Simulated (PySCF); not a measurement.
# BrCl⁻ with other numerical set-ups

Aim: see how much the energy and properties of BrCl⁻ depend on the numerical set-up.

The runs use PySCF 2.14.0; each script names its method and basis.

## (1) Where the work starts

BrCl⁻: 2 atoms, charge -1, spin multiplicity 2.

No contacts short enough for the rule that draws bonds.

## (2) Base script

Input file input.py:

```python
from pyscf import gto, scf, mp

mol = gto.M(
    atom='Br 0 0 0; Cl 0 0 2.513',
    basis='x2c-svpall',
    charge=-1,
    spin=1,
    verbose=4,
)
mf = scf.UHF(mol)
mf = mf.sfx2c1e()
mf.kernel()
mp.MP2(mf, frozen=14).kernel()
mf.dip_moment()
print('orbital energies (hartree):', [e[max(0, n-3):n+3].round(4) for e, n in zip(mf.mo_energy, mol.nelec)])
```

Run with:

```console
$ OMP_NUM_THREADS=1 python input.py
```

Its log is not repeated here.

Base result: E(SCF) = -3064.772658 Eh, 11 cycles, E(MP2) − E(SCF) = -0.36052 Eh, ⟨S²⟩ = 0.762.

The bond length is a typed value, not an optimised one. The dipole of an ion depends on the origin.

## (3) Cartesian functions on

Edit 1 changes Cartesian functions: off → on.

Edit input.py of step 2 so:

```diff
@@ -7,2 +7,3 @@
     spin=1,
+    cart=True,
     verbose=4,
```

Run with:

```console
$ OMP_NUM_THREADS=1 python input.py
```

Log:

```text
PySCF version 2.14.0

[INPUT] verbose = 4
[INPUT] num. atoms = 2
[INPUT] num. electrons = 53
[INPUT] charge = -1
[INPUT] spin (= nelec alpha-beta = 2S) = 1
[INPUT] symmetry False subgroup None
[INPUT] Mole.unit = angstrom
[INPUT] Cartesian GTO integrals (6d 10f)
[INPUT] Symbol           X                Y                Z      unit          X                Y                Z       unit  Magmom
[INPUT]  1 Br     0.000000000000   0.000000000000   0.000000000000 AA    0.000000000000   0.000000000000   0.000000000000 Bohr   0.0
[INPUT]  2 Cl     0.000000000000   0.000000000000   2.513000000000 AA    0.000000000000   0.000000000000   4.748881751032 Bohr   0.0

nuclear repulsion = 125.2926543961
number of shells = 6
number of NR pGTOs = 117
number of NR cGTOs = 54
basis = x2c-svpall
ecp = {}

******** <class 'pyscf.x2c.sfx2c1e.sfX2C1eUHF'> ********
method = sfX2C1eUHF
initial guess = minao
damping factor = 0
level_shift factor = 0
DIIS = <class 'pyscf.scf.diis.CDIIS'>
diis_start_cycle = 1
diis_space = 8
diis_damp = 0
SCF conv_tol = 1e-09
SCF conv_tol_grad = None
SCF max_cycles = 50
direct_scf = True
direct_scf_tol = 1e-13
number electrons alpha = 27  beta = 26

******** <class 'pyscf.x2c.sfx2c1e.SpinFreeX2CHelper'> ********
approx = 1e
xuncontract = 1
Set gradient conv threshold to 3.16228e-05
init E= -3064.41559532189
[... the frontier-level lines of each cycle are left out ...]

cycle= 1 E= -3064.7640732344  delta_E= -0.348  |g|= 0.17  |ddm|= 1.15
cycle= 2 E= -3064.78068962584  delta_E= -0.0166  |g|= 0.0576  |ddm|= 0.305
cycle= 3 E= -3064.78208149269  delta_E= -0.00139  |g|= 0.0155  |ddm|= 0.066
cycle= 4 E= -3064.78230212814  delta_E= -0.000221  |g|= 0.00503  |ddm|= 0.0258
cycle= 5 E= -3064.78234001496  delta_E= -3.79e-05  |g|= 0.00217  |ddm|= 0.0114
cycle= 6 E= -3064.78235103402  delta_E= -1.1e-05  |g|= 0.00136  |ddm|= 0.00543
cycle= 7 E= -3064.78235929896  delta_E= -8.26e-06  |g|= 0.000687  |ddm|= 0.00684
cycle= 8 E= -3064.78236122123  delta_E= -1.92e-06  |g|= 0.000191  |ddm|= 0.0043
cycle= 9 E= -3064.7823613456  delta_E= -1.24e-07  |g|= 5.59e-05  |ddm|= 0.0011
cycle= 10 E= -3064.78236135162  delta_E= -6.02e-09  |g|= 1.65e-05  |ddm|= 0.000185
cycle= 11 E= -3064.78236135203  delta_E= -4.08e-10  |g|= 3.35e-06  |ddm|= 5.84e-05
Extra cycle  E= -3064.78236135205  delta_E= -1.64e-11  |g|= 1.58e-06  |ddm|= 5.18e-06
converged SCF energy = -3064.78236135205  <S^2> = 0.76165408  2S+1 = 2.0116203

******** <class 'pyscf.mp.ump2.UMP2'> ********
nocc = (np.int64(13), np.int64(12)), nmo = (40, 40)
frozen orbitals 14
E(UMP2) = -3065.15094415722  E_corr = -0.36858280517001
E(SCS-UMP2) = -3065.12598374674  E_corr = -0.34362239469378
E_corr(same-spin) = -0.113858044050267
E_corr(oppo-spin) = -0.254724761119743
Dipole moment(X, Y, Z, Debye):  0.00000, -0.00000, -5.80165
orbital energies (hartree): [array([-0.165 , -0.165 , -0.1202,  0.5863,  0.8496,  0.9454]), array([-0.1752, -0.1498, -0.1498,  0.2616,  0.5963,  0.8671])]
```

It took 2 s on 1 thread of Arm Neoverse N1, shared host; peak memory 0.14 GiB.

This run: E(SCF) = -3064.782361 Eh (-0.2640 eV from the base), 11 cycles, E(MP2) − E(SCF) = -0.36858 Eh, ⟨S²⟩ = 0.762.

## (4) 6-31g* (X2C off)

Edit 2 changes basis set: x2c-svpall → 6-31g*; spin-free X2C: on → off.

Edit input.py of step 2 so:

```diff
@@ -4,3 +4,3 @@
     atom='Br 0 0 0; Cl 0 0 2.513',
-    basis='x2c-svpall',
+    basis='6-31g*',
     charge=-1,
@@ -10,3 +10,2 @@
 mf = scf.UHF(mol)
-mf = mf.sfx2c1e()
 mf.kernel()
```

Run with:

```console
$ OMP_NUM_THREADS=1 python input.py
```

Log:

```text
[... 14 set-up lines left out, the same as in an earlier log ...]
number of shells = 20
number of NR pGTOs = 146
number of NR cGTOs = 50
basis = 6-31g*
[... 2 set-up lines left out, the same as in an earlier log ...]
******** <class 'pyscf.scf.uhf.UHF'> ********
method = UHF
[... 14 set-up lines left out, the same as in an earlier log ...]
init E= -3030.24222377005
[... the frontier-level lines of each cycle are left out ...]

cycle= 1 E= -3031.60886473427  delta_E= -1.37  |g|= 0.164  |ddm|= 1.05
cycle= 2 E= -3031.62779266187  delta_E= -0.0189  |g|= 0.0599  |ddm|= 0.376
cycle= 3 E= -3031.62948545957  delta_E= -0.00169  |g|= 0.0155  |ddm|= 0.0901
cycle= 4 E= -3031.62968798813  delta_E= -0.000203  |g|= 0.00489  |ddm|= 0.0296
cycle= 5 E= -3031.62972238869  delta_E= -3.44e-05  |g|= 0.00168  |ddm|= 0.015
cycle= 6 E= -3031.6297298994  delta_E= -7.51e-06  |g|= 0.000933  |ddm|= 0.00575
cycle= 7 E= -3031.62973350039  delta_E= -3.6e-06  |g|= 0.000565  |ddm|= 0.00434
cycle= 8 E= -3031.6297347789  delta_E= -1.28e-06  |g|= 0.000266  |ddm|= 0.00297
cycle= 9 E= -3031.62973517319  delta_E= -3.94e-07  |g|= 8.08e-05  |ddm|= 0.00213
cycle= 10 E= -3031.62973519846  delta_E= -2.53e-08  |g|= 1.85e-05  |ddm|= 0.000573
cycle= 11 E= -3031.62973519906  delta_E= -5.95e-10  |g|= 4.15e-06  |ddm|= 8.88e-05
Extra cycle  E= -3031.62973519908  delta_E= -2.05e-11  |g|= 1.83e-06  |ddm|= 8.54e-06
converged SCF energy = -3031.62973519908  <S^2> = 0.76174934  2S+1 = 2.011715

******** <class 'pyscf.mp.ump2.UMP2'> ********
nocc = (np.int64(13), np.int64(12)), nmo = (36, 36)
frozen orbitals 14
E(UMP2) = -3032.00302681161  E_corr = -0.373291612532787
E(SCS-UMP2) = -3031.97758559696  E_corr = -0.347850397877707
E_corr(same-spin) = -0.115499465955735
E_corr(oppo-spin) = -0.257792146577052

WARN: System has nonzero charge -1; the dipole moment is origin-dependent.
Location of origin: [0. 0. 0.]

Dipole moment(X, Y, Z, Debye):  0.00000, -0.00000, -6.06907
orbital energies (hartree): [array([-0.1866, -0.1866, -0.1434,  0.5954,  0.6809,  0.6889]), array([-0.1978, -0.1704, -0.1704,  0.2262,  0.6103,  0.6957])]
```

It took 1.8 s on 1 thread of Arm Neoverse N1, shared host.

Result: E(SCF) = -3031.629735 Eh, 11 cycles, E(MP2) − E(SCF) = -0.37329 Eh, ⟨S²⟩ = 0.762.

## (5) Spin-free X2C off

Edit 3 changes spin-free X2C: on → off.

Edit input.py of step 2 so:

```diff
@@ -10,3 +10,2 @@
 mf = scf.UHF(mol)
-mf = mf.sfx2c1e()
 mf.kernel()
```

Run with:

```console
$ OMP_NUM_THREADS=1 python input.py
```

Log:

```text
[... 15 set-up lines left out, the same as in an earlier log ...]
number of NR pGTOs = 110
[... 20 set-up lines left out, the same as in an earlier log ...]
init E= -3016.4517654125
[... the frontier-level lines of each cycle are left out ...]

cycle= 1 E= -3016.83280849635  delta_E= -0.381  |g|= 0.186  |ddm|= 1.12
cycle= 2 E= -3016.8500061654  delta_E= -0.0172  |g|= 0.0587  |ddm|= 0.311
cycle= 3 E= -3016.85163858434  delta_E= -0.00163  |g|= 0.017  |ddm|= 0.0747
cycle= 4 E= -3016.85197349511  delta_E= -0.000335  |g|= 0.00768  |ddm|= 0.0338
cycle= 5 E= -3016.85204224907  delta_E= -6.88e-05  |g|= 0.00389  |ddm|= 0.0133
cycle= 6 E= -3016.85207937548  delta_E= -3.71e-05  |g|= 0.00243  |ddm|= 0.0103
cycle= 7 E= -3016.85210915592  delta_E= -2.98e-05  |g|= 0.000886  |ddm|= 0.0154
cycle= 8 E= -3016.85211246362  delta_E= -3.31e-06  |g|= 0.000208  |ddm|= 0.00628
cycle= 9 E= -3016.85211256756  delta_E= -1.04e-07  |g|= 5.85e-05  |ddm|= 0.000993
cycle= 10 E= -3016.85211257248  delta_E= -4.91e-09  |g|= 1.86e-05  |ddm|= 0.000134
cycle= 11 E= -3016.85211257294  delta_E= -4.63e-10  |g|= 3.51e-06  |ddm|= 5.91e-05
Extra cycle  E= -3016.85211257295  delta_E= -1.36e-11  |g|= 1.69e-06  |ddm|= 5.8e-06
converged SCF energy = -3016.85211257295  <S^2> = 0.76170391  2S+1 = 2.0116699

******** <class 'pyscf.mp.ump2.UMP2'> ********
nocc = (np.int64(13), np.int64(12)), nmo = (36, 36)
frozen orbitals 14
E(UMP2) = -3017.21256599794  E_corr = -0.360453424993087
E(SCS-UMP2) = -3017.18858992505  E_corr = -0.33647735210136
E_corr(same-spin) = -0.110846259104243
E_corr(oppo-spin) = -0.249607165888843

WARN: System has nonzero charge -1; the dipole moment is origin-dependent.
Location of origin: [0. 0. 0.]

Dipole moment(X, Y, Z, Debye):  0.00000, -0.00000, -5.51687
orbital energies (hartree): [array([-0.1697, -0.1697, -0.1236,  0.7902,  0.8979,  0.9395]), array([-0.1812, -0.1545, -0.1545,  0.2601,  0.8043,  0.9325])]
```

It took 1.8 s on 1 thread of Arm Neoverse N1, shared host.

The spin-free X2C (off) was meant as a poor choice, so the numbers below may not describe BrCl⁻ as the base run means it. Outcome: E(SCF) = -3016.852113 Eh, 11 cycles, E(MP2) − E(SCF) = -0.36045 Eh, ⟨S²⟩ = 0.762.

## (6) Def2-svp (X2C off)

Edit 4 changes basis set: x2c-svpall → def2-svp; spin-free X2C: on → off.

Edit input.py of step 2 so:

```diff
@@ -4,3 +4,3 @@
     atom='Br 0 0 0; Cl 0 0 2.513',
-    basis='x2c-svpall',
+    basis='def2-svp',
     charge=-1,
@@ -10,3 +10,2 @@
 mf = scf.UHF(mol)
-mf = mf.sfx2c1e()
 mf.kernel()
```

Run with:

```console
$ OMP_NUM_THREADS=1 python input.py
```

Log:

```text
[... 17 set-up lines left out, the same as in an earlier log ...]
basis = def2-svp
[... 18 set-up lines left out, the same as in an earlier log ...]
init E= -3030.07096628324
[... the frontier-level lines of each cycle are left out ...]

cycle= 1 E= -3031.47037260144  delta_E= -1.4  |g|= 0.173  |ddm|= 1.02
cycle= 2 E= -3031.48783724963  delta_E= -0.0175  |g|= 0.0606  |ddm|= 0.344
cycle= 3 E= -3031.48930877291  delta_E= -0.00147  |g|= 0.0161  |ddm|= 0.0642
cycle= 4 E= -3031.48955757333  delta_E= -0.000249  |g|= 0.00538  |ddm|= 0.0294
cycle= 5 E= -3031.48960734084  delta_E= -4.98e-05  |g|= 0.00258  |ddm|= 0.0132
cycle= 6 E= -3031.4896240124  delta_E= -1.67e-05  |g|= 0.00157  |ddm|= 0.00721
cycle= 7 E= -3031.48963587509  delta_E= -1.19e-05  |g|= 0.000722  |ddm|= 0.00898
cycle= 8 E= -3031.48963797711  delta_E= -2.1e-06  |g|= 0.000191  |ddm|= 0.00485
cycle= 9 E= -3031.48963808503  delta_E= -1.08e-07  |g|= 5.59e-05  |ddm|= 0.00103
cycle= 10 E= -3031.48963809046  delta_E= -5.43e-09  |g|= 1.65e-05  |ddm|= 0.000164
cycle= 11 E= -3031.48963809086  delta_E= -4.02e-10  |g|= 3.12e-06  |ddm|= 5.56e-05
Extra cycle  E= -3031.48963809087  delta_E= -8.19e-12  |g|= 1.49e-06  |ddm|= 5.17e-06
converged SCF energy = -3031.48963809087  <S^2> = 0.76179472  2S+1 = 2.0117601

******** <class 'pyscf.mp.ump2.UMP2'> ********
nocc = (np.int64(13), np.int64(12)), nmo = (36, 36)
frozen orbitals 14
E(UMP2) = -3031.84674411345  E_corr = -0.357106022584455
E(SCS-UMP2) = -3031.8233328926  E_corr = -0.333694801729524
E_corr(same-spin) = -0.109422029275178
E_corr(oppo-spin) = -0.247683993309276

WARN: System has nonzero charge -1; the dipole moment is origin-dependent.
Location of origin: [0. 0. 0.]

Dipole moment(X, Y, Z, Debye): -0.00000, -0.00000, -5.72717
orbital energies (hartree): [array([-0.1669, -0.1669, -0.1215,  0.7144,  0.8931,  0.9429]), array([-0.1782, -0.1517, -0.1517,  0.2613,  0.7275,  0.9233])]
```

It took 1.5 s on 1 thread of Arm Neoverse N1, shared host.

Result: E(SCF) = -3031.489638 Eh, 11 cycles, E(MP2) − E(SCF) = -0.35711 Eh, ⟨S²⟩ = 0.762.

## (7) Density fitting auto

Edit 5 changes density fitting: none → auto.

Edit input.py of step 2 so:

```diff
@@ -11,2 +11,3 @@
 mf = mf.sfx2c1e()
+mf = mf.density_fit()
 mf.kernel()
```

Run with:

```console
$ OMP_NUM_THREADS=1 python input.py
```

Log:

```text
[... 20 set-up lines left out, the same as in an earlier log ...]
******** <class 'pyscf.df.df_jk.DFsfX2C1eUHF'> ********
method = DFsfX2C1eUHF
[... 10 set-up lines left out, the same as in an earlier log ...]
direct_scf = False
[... 6 set-up lines left out, the same as in an earlier log ...]
******** <class 'pyscf.df.df.DF'> ********
auxbasis = None
ETB for Br: l = 0, exps = 0.27339965928 * 2^n , n = 0..20
ETB for Br: l = 1, exps = 0.29487381023921955 * 2^n , n = 0..17
ETB for Br: l = 2, exps = 0.3180346464 * 2^n , n = 0..14
ETB for Br: l = 3, exps = 0.49742432077573373 * 2^n , n = 0..10
ETB for Br: l = 4, exps = 0.778 * 2^n , n = 0..8
ETB for Cl: l = 0, exps = 0.3429834755 * 2^n , n = 0..16
ETB for Cl: l = 1, exps = 0.38030405245984783 * 2^n , n = 0..13
ETB for Cl: l = 2, exps = 0.4216855407 * 2^n , n = 0..10
ETB for Cl: l = 3, exps = 0.7403993536666547 * 2^n , n = 0..5
ETB for Cl: l = 4, exps = 1.3 * 2^n , n = 0..0
[... 1 set-up line left out, the same as in an earlier log ...]
WARN: Even tempered Gaussians are generated as DF auxbasis for  Br Cl
[... 1 set-up line left out, the same as in an earlier log ...]
init E= -3064.40608558149
[... the frontier-level lines of each cycle are left out ...]

cycle= 1 E= -3064.75402374441  delta_E= -0.348  |g|= 0.17  |ddm|= 0.993
cycle= 2 E= -3064.7709039052  delta_E= -0.0169  |g|= 0.0566  |ddm|= 0.321
cycle= 3 E= -3064.77230161587  delta_E= -0.0014  |g|= 0.0153  |ddm|= 0.0644
cycle= 4 E= -3064.77252039235  delta_E= -0.000219  |g|= 0.00491  |ddm|= 0.0273
cycle= 5 E= -3064.77255750818  delta_E= -3.71e-05  |g|= 0.00211  |ddm|= 0.0118
cycle= 6 E= -3064.77256852164  delta_E= -1.1e-05  |g|= 0.00131  |ddm|= 0.0058
cycle= 7 E= -3064.77257636896  delta_E= -7.85e-06  |g|= 0.000645  |ddm|= 0.00701
cycle= 8 E= -3064.77257803547  delta_E= -1.67e-06  |g|= 0.000183  |ddm|= 0.00417
cycle= 9 E= -3064.77257814615  delta_E= -1.11e-07  |g|= 5.25e-05  |ddm|= 0.00107
cycle= 10 E= -3064.77257815119  delta_E= -5.04e-09  |g|= 1.53e-05  |ddm|= 0.000167
cycle= 11 E= -3064.77257815154  delta_E= -3.55e-10  |g|= 2.86e-06  |ddm|= 5.34e-05
Extra cycle  E= -3064.77257815155  delta_E= -7.73e-12  |g|= 1.35e-06  |ddm|= 4.62e-06
converged SCF energy = -3064.77257815155  <S^2> = 0.76169136  2S+1 = 2.0116574

******** <class 'pyscf.mp.dfump2.DFUMP2'> ********
nocc = (np.int64(13), np.int64(12)), nmo = (36, 36)
frozen orbitals 14
E(DFUMP2) = -3065.13309939911  E_corr = -0.360521247558864
E(SCS-DFUMP2) = -3065.10906960735  E_corr = -0.336491455796803
E_corr(same-spin) = -0.1109238937775
E_corr(oppo-spin) = -0.249597353781364
Dipole moment(X, Y, Z, Debye):  0.00000,  0.00000, -5.82220
orbital energies (hartree): [array([-0.165 , -0.165 , -0.1205,  0.7387,  0.9058,  0.9536]), array([-0.1753, -0.1498, -0.1498,  0.2624,  0.7522,  0.9367])]
```

Wall time 1.9 s (1 thread of Arm Neoverse N1, shared host).

Outcome: E(SCF) = -3064.772578 Eh (+0.0022 eV from the base), 11 cycles, E(MP2) − E(SCF) = -0.36052 Eh, ⟨S²⟩ = 0.762.

## (8) Side by side

| run | E(SCF) (hartree) | from base (eV) | cycles | gap, α spin (eV) | functions | after the SCF |
| --- | --- | --- | --- | --- | --- | --- |
| base | -3064.772658 | 0 | 11 | 23.38 | 50 | MP2 correlation -9.810 eV, core frozen |
| Cartesian functions on | -3064.782361 | -0.2640 | 11 | 19.22 | 54 | MP2 correlation -10.030 eV, core frozen |
| 6-31g* (X2C off) | -3031.629735 | not comparable | 11 | 20.10 | 50 | MP2 correlation -10.158 eV, core frozen |
| spin-free X2C off (poor choice) | -3016.852113 | not comparable | 11 | 24.87 | 50 | MP2 correlation -9.808 eV, core frozen |
| def2-svp (X2C off) | -3031.489638 | not comparable | 11 | 22.75 | 50 | MP2 correlation -9.717 eV, core frozen |
| density fitting auto | -3064.772578 | +0.0022 | 11 | 23.38 | 50 | MP2 correlation -9.810 eV, core frozen |

Wall time on 1 thread of Arm Neoverse N1, shared host, start-up included: base 1.9 s; Cartesian functions on 2 s; 6-31g* (X2C off) 1.8 s; spin-free X2C off (poor choice) 1.8 s; def2-svp (X2C off) 1.5 s; density fitting auto 1.9 s.

**Reading.** Of the runs whose energies can be compared, “Cartesian functions on” moves the SCF energy most (-0.264 eV). Rows marked «poor choice» come from settings spoiled on purpose.
